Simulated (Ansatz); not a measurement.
Write a Python script for the Ansatz DFT code, driven from Python that makes a rigid scan of one bond length of CH3ClGe, SMILES [CH3][Ge][Cl]. Settings (for the species named): Hartree-Fock, def2-SVP basis, multiplicity 1.

```xyz
6

C    -0.3731    0.4222   -0.2378
Ge    1.2818   -0.0268    0.5411
Cl    1.2955   -2.1593    0.8732
H    -0.3715    1.5725   -0.4309
H    -1.2413    0.1788    0.4230
H    -0.5493   -0.0515   -1.2147
```

`scan_ch3clge.py`
```python
# -*- coding: utf-8 -*-
'''Potential curve of CH3ClGe along one bond.'''

import ansatz as az
import numpy as np

GEOMETRY = '''
C    -0.37310    0.42220   -0.23780
Ge    1.28180   -0.02680    0.54110
Cl    1.29550   -2.15930    0.87320
H    -0.37150    1.57250   -0.43090
H    -1.24130    0.17880    0.42300
H    -0.54930   -0.05150   -1.21470
'''

system = az.Crystal.molecule()
for line in GEOMETRY.strip().splitlines():
    symbol, *xyz = line.split()
    system = system.atom(symbol, [float(v) for v in xyz])

symbols = [site.symbol for site in system.cartesian_sites]
start = np.array([site.position_ang for site in system.cartesian_sites])
axis = (start[3] - start[0]) / np.linalg.norm(start[3] - start[0])
moving = [3]
lengths, energies = [1.026, 1.073, 1.12, 1.166, 1.213, 1.26, 1.306, 1.376], []
for length in lengths:
    xyz = start.copy()
    xyz[moving] += (length - np.linalg.norm(start[3] - start[0])) * axis
    point = az.Crystal.molecule()
    for symbol, place in zip(symbols, xyz):
        point = point.atom(symbol, place.tolist())
    base = point.calculation().basis(gaussian='def2-SVP').functional('hf')
    rep = base.run(threads=1, pin='off').report
    energies.append(rep['free_energy_ev'])
    print(f'r = {length:6.3f} A  E = {energies[-1]:.5f} eV  <S^2> = {abs(rep["mean_field"]["state"]["spin_squared"]):.3f}')

# quartic fit about the minimum
fit = np.polynomial.Polynomial.fit(lengths, np.array(energies) - min(energies), 4).convert()
roots = [r.real for r in fit.deriv().roots() if abs(r.imag) < 1e-9 and fit.deriv(2)(r.real) > 0]
r_e = min(roots, key=lambda r: abs(r - lengths[int(np.argmin(energies))]))
print(f'minimum of the fit at {r_e:.4f} A, force constant {fit.deriv(2)(r_e):.2f} eV/A^2')
```

Running `python scan_ch3clge.py` prints:
```text
r =  1.026 A  E = -70043.74891 eV  <S^2> = 0.000
r =  1.073 A  E = -70043.83222 eV  <S^2> = 0.000
r =  1.120 A  E = -70043.82669 eV  <S^2> = 0.000
r =  1.166 A  E = -70043.75534 eV  <S^2> = 0.000
r =  1.213 A  E = -70043.63120 eV  <S^2> = 0.000
r =  1.260 A  E = -70043.46809 eV  <S^2> = 0.000
r =  1.306 A  E = -70043.28045 eV  <S^2> = 0.000
r =  1.376 A  E = -70042.95816 eV  <S^2> = 0.000
minimum of the fit at 1.0929 A, force constant 35.80 eV/A^2
```

Reading the output:
- Total energies depend on the basis set; only differences at equal settings carry meaning.
- The rest of the molecule is held rigid at a force-field or estimated start geometry, and the basis set is modest; single-reference methods fail as a bond breaks.
- Hartree-Fock leaves correlation out, so bond, atomisation and ionisation energies come out well too low.
- The orbitals are restricted, so S² is zero by construction.
- Hardware and time: 6.7 s on 1 thread of Arm Neoverse V1, with other jobs on the host, peak memory 0.2 GiB.
